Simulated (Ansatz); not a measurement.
# One shape, several levels: triplet GeSiH5Cl

We compute a comparison of 6 runs (U-r2SCAN/cc-pVDZ, U-revPBE/cc-pVDZ, U-wB97M-V/cc-pVDZ, U-wB97X/cc-pVDZ, RPA@PBE0/cc-pVDZ, UMP2/cc-pVDZ) of triplet GeSiH5Cl. 

Program for the calculation: Ansatz 0.2.0.

62 further runs of the same task are left out: 62 set aside as unsound or not needed.

### Step 1. The structure to begin with

GeSiH5Cl: 8 atoms, total charge 0, spin state triplet. SMILES of the parent species: `Cl[SiH2][GeH3]`. The coordinates come from a PBE0-D4/def2-TZVP relaxation. That shape belongs to the parent species and isn't relaxed for this state.

Bond lengths: Cl1–Si2 2.062 Å, Si2–Ge3 2.377 Å, Si2–H4 1.484 Å, Si2–H5 1.484 Å, Ge3–H6 1.536 Å, Ge3–H7 1.538 Å, Ge3–H8 1.536 Å. Some angles: Cl1–Si2–Ge3 109.1°, Cl1–Si2–H4 107.8°, Cl1–Si2–H5 107.8°, Ge3–Si2–H4 111.5°, Ge3–Si2–H5 111.5°, Si2–Ge3–H6 110.0°, Si2–Ge3–H7 109.9°, Si2–Ge3–H8 110.0°, H4–Si2–H5 109.1°, H6–Ge3–H7 108.9°.

### Step 2. The energy at U-r2SCAN/cc-pVDZ (run 1)

molecule.yaml

```yaml
crystal:
  periodic: [false, false, false]
  atoms:
    - {symbol: Cl, position_ang: [-2.290300, 1.217200, -0.310600]}
    - {symbol: Si, position_ang: [-0.414100, 0.602600, -0.906900]}
    - {symbol: Ge, position_ang: [0.581500, -0.662200, 0.842700]}
    - {symbol: H, position_ang: [-0.573600, -0.206400, -2.140800]}
    - {symbol: H, position_ang: [0.380700, 1.815700, -1.222200]}
    - {symbol: H, position_ang: [0.711200, 0.201700, 2.106100]}
    - {symbol: H, position_ang: [1.981500, -1.135500, 0.415600]}
    - {symbol: H, position_ang: [-0.284600, -1.890300, 1.160200]}
basis:
  gaussian:
    orbitals: cc-pVDZ
magnetization:
  spin_polarized: true
  initial_magnetization: 2
hamiltonian:
  xc: r2scan
accuracy: high
output: {orbitals: {seedname: orbitals}}
```

Run with:

```console
ansatz run molecule.yaml --threads 1 --pin off --max-ram 3480MiB --events-out events.jsonl --progress --plain --runs-dir runs
```

What it wrote:

```text
Warning: RAYON_NUM_THREADS=1 ignored (pool sized by the plan → 1); use --threads N
Functional definition: r2SCAN
  name "r2SCAN"
  parameter k0 = 0.174
  parameter k1 = 0.065
  parameter a1 = 4.9479
  exchange = r2scan_x(k0 = k0, k1 = k1, a1 = a1)
  correlation = r2scan_c
2044 factors; integrals over basis functions are off by at most 4.4e-9 eV
mean field evaluation 1: about -76991.4407 eV, gradient 1.1e1 eV
mean field evaluation 2: about -76990.3834 eV, gradient 1.6e1 eV
mean field evaluation 4: about -76992.5725 eV, gradient 2.0e0 eV
mean field evaluation 8: about -76992.5974 eV, gradient 9.5e-2 eV
mean field evaluation 16: about -76992.5975 eV, gradient 2.7e-4 eV
mean field evaluation 32: about -76990.4640 eV, gradient 6.6e0 eV
mean field -76992.59750416 eV, -2829.4257708210 hartree, gradient 8.2e-8 eV, S^2 2.004813; 8 other end points of the search recorded, 0 dependent functions left out
reference -76992.59750657 eV, -2829.4257709095 hartree; 35, 33 occupied and 53, 55 virtual orbitals, 2044 factors
Total energy: -76992.59750657 eV, -2829.4257709095 hartree
```

Run time: 59 s. Hardware: 1 thread of Arm Neoverse V1, shared host; peak memory 0.47 GiB.

### Step 3. A single-point energy at U-revPBE/cc-pVDZ (run 2)

in.yaml

```yaml
crystal:
  periodic: [false, false, false]
  atoms:
    - {symbol: Cl, position_ang: [-2.290300, 1.217200, -0.310600]}
    - {symbol: Si, position_ang: [-0.414100, 0.602600, -0.906900]}
    - {symbol: Ge, position_ang: [0.581500, -0.662200, 0.842700]}
    - {symbol: H, position_ang: [-0.573600, -0.206400, -2.140800]}
    - {symbol: H, position_ang: [0.380700, 1.815700, -1.222200]}
    - {symbol: H, position_ang: [0.711200, 0.201700, 2.106100]}
    - {symbol: H, position_ang: [1.981500, -1.135500, 0.415600]}
    - {symbol: H, position_ang: [-0.284600, -1.890300, 1.160200]}
basis:
  gaussian:
    orbitals: cc-pVDZ
magnetization:
  spin_polarized: true
  initial_magnetization: 2
hamiltonian:
  xc: {name: revPBE}
accuracy: high
output: {orbitals: {seedname: orbitals}}
```

Run with:

```console
ansatz run in.yaml --threads 1 --pin off --max-ram 3480MiB --events-out events.jsonl --progress --plain --runs-dir runs
```

What it wrote:

```text
Warning: RAYON_NUM_THREADS=1 ignored (pool sized by the plan → 1); use --threads N
Functional definition: revPBE
  name "revPBE"
  parameter kappa = 1.245
  parameter beta = 0.06672455060314922
  exchange = pbe_x(kappa = kappa, mu = beta*pi^2/3)
  correlation = pbe_c(beta = beta)
2044 factors; integrals over basis functions are off by at most 4.4e-9 eV
mean field evaluation 1: about -76984.6807 eV, gradient 1.3e1 eV
mean field evaluation 2: about -76983.0222 eV, gradient 1.9e1 eV
mean field evaluation 4: about -76986.2320 eV, gradient 2.9e0 eV
mean field evaluation 8: about -76986.2985 eV, gradient 1.2e-1 eV
mean field evaluation 16: about -76986.2986 eV, gradient 9.3e-5 eV
mean field evaluation 32: about -76984.0600 eV, gradient 6.0e0 eV
mean field evaluation 64: about -76985.3350 eV, gradient 3.5e-1 eV
mean field -76986.29863091 eV, -2829.1942914983 hartree, gradient 2.9e-8 eV, S^2 2.002465; 8 other end points of the search recorded, 0 dependent functions left out
reference -76986.29863547 eV, -2829.1942916662 hartree; 35, 33 occupied and 53, 55 virtual orbitals, 2044 factors
Total energy: -76986.29863547 eV, -2829.1942916662 hartree
```

Run time: 29 s. Hardware: 1 thread of Arm Neoverse V1, shared host; peak memory 0.32 GiB.

Runs 3 to 5 aren't shown in full; the table further down has their settings and results.

### Step 4. A single-point energy at UMP2/cc-pVDZ (run 6)

run.yaml

```yaml
crystal:
  periodic: [false, false, false]
  atoms:
    - symbol: Cl
      position_ang: [-2.290300, 1.217200, -0.310600]
    - symbol: Si
      position_ang: [-0.414100, 0.602600, -0.906900]
    - symbol: Ge
      position_ang: [0.581500, -0.662200, 0.842700]
    - symbol: H
      position_ang: [-0.573600, -0.206400, -2.140800]
    - symbol: H
      position_ang: [0.380700, 1.815700, -1.222200]
    - symbol: H
      position_ang: [0.711200, 0.201700, 2.106100]
    - symbol: H
      position_ang: [1.981500, -1.135500, 0.415600]
    - symbol: H
      position_ang: [-0.284600, -1.890300, 1.160200]
basis:
  gaussian:
    orbitals: cc-pVDZ
accuracy: high
magnetization:
  spin_polarized: true
  initial_magnetization: 2
correlation:
  method: mp2
  frozen_orbitals: {Cl: 5, Ge: 9, H: 0, Si: 5}
```

Run with:

```console
ansatz run run.yaml --threads 1 --pin off --max-ram 3480MiB --events-out events.jsonl --progress --plain --runs-dir runs
```

What it wrote, cut to the lines that bear on the results:

```text
Warning: RAYON_NUM_THREADS=1 ignored (pool sized by the plan → 1); use --threads N
Functional definition: HF
  name "HF"
[...]
2044 factors; integrals over basis functions are off by at most 4.4e-9 eV
[...]
mean field -76912.66458332 eV, -2826.4882901604 hartree, gradient 2.8e-8 eV, S^2 2.011337; 10 other end points of the search recorded, 0 dependent functions left out
19 core orbitals not correlated: weight in the atoms' cores, before any rotation towards them, 1.000 or more for the frozen orbitals, at most 0.000 for the correlated occupied ones
reference -76912.66458332 eV, -2826.4882901604 hartree; 16, 14 occupied and 53, 55 virtual orbitals, 2044 factors
second order -9.59184419 eV of doubles, -0.00000000 eV of singles
Total energy: -76922.25642751 eV, -2826.8407839328 hartree
```

Run time: 19 s. Hardware: 1 thread of Arm Neoverse V1, shared host; peak memory 0.42 GiB.

### Step 5. All runs side by side

| run | level | frozen core orbitals | energy (Eh) | HOMO energy (eV) | ⟨S²⟩ | wall time |
| --- | --- | --- | --- | --- | --- | --- |
| 1 | U-r2SCAN/cc-pVDZ | – | -2829.425771 | -1.78 | 2.005 | 59 s |
| 2 | U-revPBE/cc-pVDZ | – | -2829.194292 | -1.58 | 2.002 | 29 s |
| 3 | U-wB97M-V/cc-pVDZ | – | -2829.300869 | -3.97 | 2.004 | 5.5 min |
| 4 | U-wB97X/cc-pVDZ | – | -2829.516573 | -4.22 | 2.006 | 2.2 min |
| 5 | RPA@PBE0/cc-pVDZ | 19 | -2827.060109 | – | 2.004 | 39 s |
| 6 | UMP2/cc-pVDZ | 19 | -2826.840784 | – | 2.011 | 19 s |

### Step 6. What came out

```
                                           quantity           value
                                run 6: total energy  -2826.84078 Eh
run 6: correlation energy (19 core orbitals frozen)      -352.5 mEh
           run 6: ⟨S²⟩ of the reference determinant           2.011
```

What this shows: Totals of different functionals can't be ranked against each other. All runs together took 10 min, the longest 5.5 min.
